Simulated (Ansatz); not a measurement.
# CH8AlNSi: a ladder of functionals and wavefunction methods

One table from this session's results is given with a row withheld; the runs are named, their logs left out.

Program: Ansatz 0.2.0, Gaussian basis. Level of theory: functionals in def2-TZVPP, the program's frozen cores in correlated methods. These are calculated values, not measurements.

Plan: PBE-D4, r2SCAN-D4, PBE0-D4, B3LYP-D4, ωB97X-V, ωB97M-V, B2PLYP; CCSD(T)/def2-TZVPP; MP2/def2-QZVPP; extrapolation to the limit.

### The relaxed structure

All runs share one geometry, relaxed beforehand with PBE0-D4 in a triple-zeta def2 set.

12 atoms, charge 0, spin multiplicity 1.

Atoms are counted from 1 here; the program's logs count them from 0.

Bond lengths: N1–C2 1.456 Å, N1–H5 1.013 Å, N1–H6 1.012 Å, C2–Si3 1.893 Å, C2–H7 1.096 Å, C2–H8 1.103 Å, Si3–Al4 2.458 Å, Si3–H9 1.493 Å, Si3–H10 1.498 Å, Al4–H11 1.590 Å, Al4–H12 1.592 Å. Angles: C2–N1–H5 111.3°, C2–N1–H6 111.0°, H5–N1–H6 107.2°, N1–C2–Si3 111.4°, N1–C2–H7 108.8°, N1–C2–H8 114.8°, Si3–C2–H7 107.1°, Si3–C2–H8 108.4°, H7–C2–H8 105.9°, C2–Si3–Al4 113.5°, C2–Si3–H9 109.6°, C2–Si3–H10 107.8°, Al4–Si3–H9 110.5°, Al4–Si3–H10 109.2°, H9–Si3–H10 105.9°, Si3–Al4–H11 120.5°, Si3–Al4–H12 121.3°, H11–Al4–H12 118.2°.

As a file:

```mol
CH8AlNSi
  3D, bonds by distance, orders not assigned

 12 11  0  0  0  0  0  0  0  0999 V2000
   -1.4257    1.5554    0.8862 N   0  0
   -0.6896    0.8570   -0.1583 C   0  0
    0.2433   -0.6376    0.5348 Si  0  0
    1.5660   -1.8384   -1.1535 Al  0  0
   -1.8856    2.3812    0.5224 H   0  0
   -0.8052    1.8596    1.6254 H   0  0
   -1.4017    0.4761   -0.8989 H   0  0
    0.0244    1.4830   -0.7190 H   0  0
   -0.7196   -1.5643    1.2005 H   0  0
    1.1557   -0.1456    1.6168 H   0  0
    2.4093   -3.1256   -0.7519 H   0  0
    1.6056   -1.3558   -2.6704 H   0  0
  1  2  8  0
  2  3  8  0
  3  4  8  0
  1  5  8  0
  1  6  8  0
  2  7  8  0
  2  8  8  0
  3  9  8  0
  3 10  8  0
  4 11  8  0
  4 12  8  0
M  END
```

The first run:

File in.yaml:

```yaml
crystal:
  periodic: [false, false, false]
  atoms:
    - {symbol: N, position_ang: [-1.425708, 1.555385, 0.886233]}
    - {symbol: C, position_ang: [-0.689572, 0.857016, -0.158311]}
    - {symbol: Si, position_ang: [0.243293, -0.637619, 0.534828]}
    - {symbol: Al, position_ang: [1.566008, -1.838442, -1.153533]}
    - {symbol: H, position_ang: [-1.885645, 2.381243, 0.522437]}
    - {symbol: H, position_ang: [-0.805207, 1.859583, 1.625393]}
    - {symbol: H, position_ang: [-1.401721, 0.476076, -0.898942]}
    - {symbol: H, position_ang: [0.024426, 1.482992, -0.719015]}
    - {symbol: H, position_ang: [-0.719629, -1.564289, 1.200488]}
    - {symbol: H, position_ang: [1.155730, -0.145626, 1.616842]}
    - {symbol: H, position_ang: [2.409285, -3.125580, -0.751888]}
    - {symbol: H, position_ang: [1.605642, -1.355839, -2.670431]}
basis:
  gaussian: {orbitals: def2-TZVPP}
hamiltonian: {xc: pbe, dispersion: d4}
output: {forces: true, orbitals: {seedname: orbitals}}
```

On the command line:

```console
$ ansatz run in.yaml --threads 4 --pin off --events-out ev --progress --plain --max-ram 10444MiB
```

Steps of the session up to this table: PBE-D4 (GGA); r2SCAN-D4 (meta-GGA); PBE0-D4 (hybrid); B3LYP-D4 (hybrid); ωB97X-V (range-separated); ωB97M-V (range-separated); B2PLYP (double hybrid); CCSD(T) in def2-TZVPP; MP2 in def2-QZVPP.

One of the session's tables, all rows but one given; the rest of the session is left out.

It belongs to the step «Atomisation energies». 

```
            method  atomisation energy (kJ/mol)
            PBE-D4                       3739.0
         r2SCAN-D4                       3712.3
           PBE0-D4                       3701.7
          B3LYP-D4                       3728.2
           ωB97X-V                       3749.9
           ωB97M-V                       3729.3
            B2PLYP                       3671.8
     HF/def2-TZVPP                       2706.1
    MP2/def2-TZVPP                       3615.5
   CCSD/def2-TZVPP                       3582.3
CCSD(T)/def2-TZVPP                            ?
           MP2/CBS                       3717.5
       CCSD(T)/CBS                       3725.7
```

**Question.** Estimate the row for CCSD(T)/def2-TZVPP.

As computed: atomisation energy (kJ/mol): 3623.8. In the column «atomisation energy (kJ/mol)» it lies between MP2/def2-TZVPP (3615.5) and B2PLYP (3671.8).
